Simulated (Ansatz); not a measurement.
**CH3NO2Si: one species, many methods**

An exercise on one series of results from a longer session: the logs are not shown, and one member is left open.

The runs use Ansatz 0.2.0, Gaussian basis; functionals in def2-TZVPP, the program's frozen cores in correlated methods.

The runs, in order: LDA (SPW92), PBE-D4, revPBE-D4, BLYP-D4, r2SCAN-D4, B97M-V, PBE0-D4, B3LYP-D4, r2SCANh-D4, r2SCAN0-D4, HSE06-D4, BHLYP-D4, CAM-B3LYP-D4, LC-ωPBE, ωB97X-V, ωB97M-V, B2PLYP, PBE-QIDH; CCSD(T)/def2-SVP; CCSD(T)/def2-TZVPP; MP2/def2-QZVPP; extrapolation to the limit; RPA on PBE.

### Structure used throughout

An earlier PBE0-D4 in a triple-zeta def2 set relaxation fixed the geometry.

SMILES `OC1=N[SiH]1O`, 8 atoms, charge 0, spin multiplicity 1.

Atoms are counted from 1 here; the program's logs count them from 0.

Bond lengths: O1–C2 1.320 Å, O1–H6 0.973 Å, C2–N3 1.293 Å, C2–Si4 1.764 Å, N3–Si4 1.750 Å, Si4–O5 1.627 Å, Si4–H7 1.469 Å, O5–H8 0.960 Å. Angles: C2–O1–H6 107.2°, O1–C2–N3 128.7°, O1–C2–Si4 163.4°, N3–C2–Si4 67.8°, C2–N3–Si4 69.0°, C2–Si4–N3 43.2°, C2–Si4–O5 126.2°, C2–Si4–H7 124.9°, N3–Si4–O5 122.7°, N3–Si4–H7 122.4°, O5–Si4–H7 105.6°, Si4–O5–H8 118.1°.

As a file:

```mol
CH3NO2Si
  3D, bonds by distance, orders not assigned

  8  8  0  0  0  0  0  0  0  0999 V2000
   -0.7782    0.9505    1.7932 O   0  0
   -0.2436    0.2107    0.8395 C   0  0
    0.9852   -0.1684    0.7035 N   0  0
    0.0033   -0.7306   -0.6319 Si  0  0
    0.1471   -0.1355   -2.1391 O   0  0
   -0.0661    1.1762    2.4162 H   0  0
   -0.3639   -2.1427   -0.7985 H   0  0
    0.4081    0.7825   -2.2387 H   0  0
  1  2  8  0
  2  3  8  0
  3  4  8  0
  4  5  8  0
  1  6  8  0
  4  7  8  0
  5  8  8  0
  2  4  8  0
M  END
```

The first run:

in.yaml

```yaml
crystal:
  periodic: [false, false, false]
  atoms:
    - {symbol: O, position_ang: [-0.778193, 0.950511, 1.793152]}
    - {symbol: C, position_ang: [-0.243598, 0.210717, 0.839529]}
    - {symbol: N, position_ang: [0.985221, -0.168406, 0.703476]}
    - {symbol: Si, position_ang: [0.003338, -0.730585, -0.631916]}
    - {symbol: O, position_ang: [0.147142, -0.135483, -2.139065]}
    - {symbol: H, position_ang: [-0.066098, 1.176209, 2.416189]}
    - {symbol: H, position_ang: [-0.363861, -2.142655, -0.798523]}
    - {symbol: H, position_ang: [0.408149, 0.782492, -2.238742]}
basis:
  gaussian: {orbitals: def2-TZVPP}
hamiltonian: {xc: lda}
output: {orbitals: {seedname: orbitals}}
```

Launch:

```console
$ ansatz run in.yaml --threads 2 --pin off --events-out ev --progress --plain --max-ram 4352MiB
```

Steps of the session up to this table: LDA; PBE-D4 (GGA); revPBE-D4 (GGA); BLYP-D4 (GGA); r2SCAN-D4 (meta-GGA); B97M-V (meta-GGA); PBE0-D4 (hybrid); B3LYP-D4 (hybrid); r2SCANh-D4 (hybrid); r2SCAN0-D4 (hybrid); HSE06-D4 (hybrid); BHLYP-D4 (hybrid); CAM-B3LYP-D4 (range-separated); LC-ωPBE (range-separated); ωB97X-V (range-separated); ωB97M-V (range-separated); B2PLYP (double hybrid); PBE-QIDH (double hybrid).

One table of the session follows, with a row left open; its other results are not shown here.

It belongs to the step «Frontier levels by functional». 

| functional | HOMO (eV) | gap (eV) |
| --- | --- | --- |
| LDA (SPW92) | -5.87 | 4.42 |
| PBE-D4 | -5.68 | 4.51 |
| revPBE-D4 | -5.61 | 4.54 |
| BLYP-D4 | -5.58 | 4.54 |
| r2SCAN-D4 | -5.91 | 4.98 |
| B97M-V | -5.99 | 5.14 |
| PBE0-D4 | -6.99 | 6.88 |
| B3LYP-D4 | -6.79 | 6.42 |
| r2SCANh-D4 | -6.41 | 5.87 |
| r2SCAN0-D4 | -7.16 | 7.19 |
| HSE06-D4 | -6.59 | 6.09 |
| BHLYP-D4 | -8.26 | 9.14 |
| CAM-B3LYP-D4 | ? | ? |
| LC-ωPBE | -9.71 | 11.92 |
| ωB97X-V | -9.37 | 11.45 |
| ωB97M-V | -9.27 | 11.08 |

Q: Estimate the row for CAM-B3LYP-D4 from the others.

The run gave: HOMO (eV): -8.40; gap (eV): 9.38. In the column «HOMO (eV)» it lies between ωB97M-V (-9.27) and BHLYP-D4 (-8.26).
